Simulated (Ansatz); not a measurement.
# C4O5: the cost of one run

Program: Ansatz 0.2.0. Level of theory: the levels named in each step. These are calculated values, not measurements.

## Step 1: The system as given

Bond lengths: O1–C2 1.145 Å, C2–O3 1.142 Å, C4–O5 1.128 Å, C6–O7 1.128 Å, C8–O9 1.128 Å. Angles: O1–C2–O3 179.9°.

Structure file:

```xyz
9

O    -0.7683   -0.8013    0.1417
C    -1.6389   -1.5409    0.2272
O    -2.5054   -2.2791    0.3132
C    -0.6986    1.9560   -0.0027
O     0.0287    2.0463    0.8553
C     1.5581    0.0701    1.5383
O     2.1666   -0.1460    0.6131
C     1.2339   -0.1104   -1.8041
O     0.7372    0.8989   -1.8923
```

## Step 2: A rough first relaxation, PBE-D4/def2-SVP

This run stands in another session on the same molecule. It ended at:

```xyz
9

O    -0.7983   -0.9116    0.1480
C    -1.7192   -1.6370    0.2343
O    -2.6374   -2.3610    0.3205
C    -1.0207    2.2353    0.2048
O    -0.0263    2.3507    0.7538
C     1.8060   -0.2129    1.8206
O     2.3521   -0.0306    0.8346
C     1.1758   -0.2246   -2.2565
O     0.9813    0.8851   -2.0705
```

## Step 3: Relaxation, PBE0-D4/def2-TZVPP

input.yaml

```yaml
crystal:
  periodic: [false, false, false]
  atoms:
    - { symbol: O, position_ang: [-0.79828176, -0.91157686, 0.14796207] }
    - { symbol: C, position_ang: [-1.71918678, -1.63703498, 0.23434821] }
    - { symbol: O, position_ang: [-2.63740726, -2.36104344, 0.32051407] }
    - { symbol: C, position_ang: [-1.0206995, 2.23529435, 0.20477563] }
    - { symbol: O, position_ang: [-0.02630163, 2.35068978, 0.75384512] }
    - { symbol: C, position_ang: [1.80599193, -0.21285501, 1.82062327] }
    - { symbol: O, position_ang: [2.35208375, -0.03055423, 0.83457973] }
    - { symbol: C, position_ang: [1.17584656, -0.22457078, -2.25646528] }
    - { symbol: O, position_ang: [0.98126469, 0.88510117, -2.07046282] }
basis:
  gaussian: { orbitals: def2-TZVPP }
hamiltonian:
  xc: pbe0
  dispersion: d4
relax:
  f_tol: 0.002
  max_steps: 150
```

Launch:

```bash
$ ansatz run input.yaml --threads 4 --pin off --max-ram 10240MiB --backend cpu --events-out ev --progress --plain --runs-dir out
```

Q: Estimate wall time and peak memory on 4 threads of Intel Xeon 6975P-C (Granite Rapids), shared host.

About 4.8 min, with a peak of 0.94 GiB.
